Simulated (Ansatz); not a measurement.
# ClW: the cost of one run

Computed with Ansatz 0.2.0, Gaussian basis. Level: def2-TZVPP, core rule «outside noble gas», up to 9 orbitals frozen.

The runs, in order: UHF; CCSD(T) on ROHF; CCSD(T) on UHF; CCSDT(Q) on ROHF; CCSDT(Q) on UHF.

7 further runs of the same task are left out: 2 for a known fault of the program, 5 set aside as unsound or not needed.

## Step 1: The geometry

The geometry is a PBE0/def2-TZVP stationary point (not a proven minimum) of the parent state, kept for this charge and spin. No spin-orbit coupling is included. Elements past krypton take def2 core potentials.

2 atoms, charge 0, spin multiplicity 2.

Atoms are counted from 1 here; the program's logs count them from 0.

Bond lengths: W1–Cl2 2.233 Å.

Geometry (Å):

| atom | x (Å) | y (Å) | z (Å) |
| --- | --- | --- | --- |
| W1 | 0.0000 | 0.0000 | 0.0000 |
| Cl2 | 0.0000 | 0.0000 | 2.2330 |

## Step 2: UHF

in.yaml reads:

```yaml
crystal:
  periodic: [false, false, false]
  atoms:
    - {symbol: W, position_ang: [0.000000, 0.000000, 0.000000]}
    - {symbol: Cl, position_ang: [0.000000, 0.000000, 2.233000]}
basis:
  gaussian: {orbitals: def2-TZVPP}
magnetization: {spin_polarized: true, initial_magnetization: 1}
hamiltonian: {xc: hf}
output: {orbitals: {seedname: orbitals}}
```

Run with:

```bash
$ ansatz run in.yaml --threads 1 --pin off --events-out ev --progress --plain --max-ram 2816MiB --backend cpu
```

**Question.** How long does this run take on 1 thread of AMD EPYC 7R13, shared host, and how much memory does it need?

About 25 s, with a peak of 0.26 GiB.
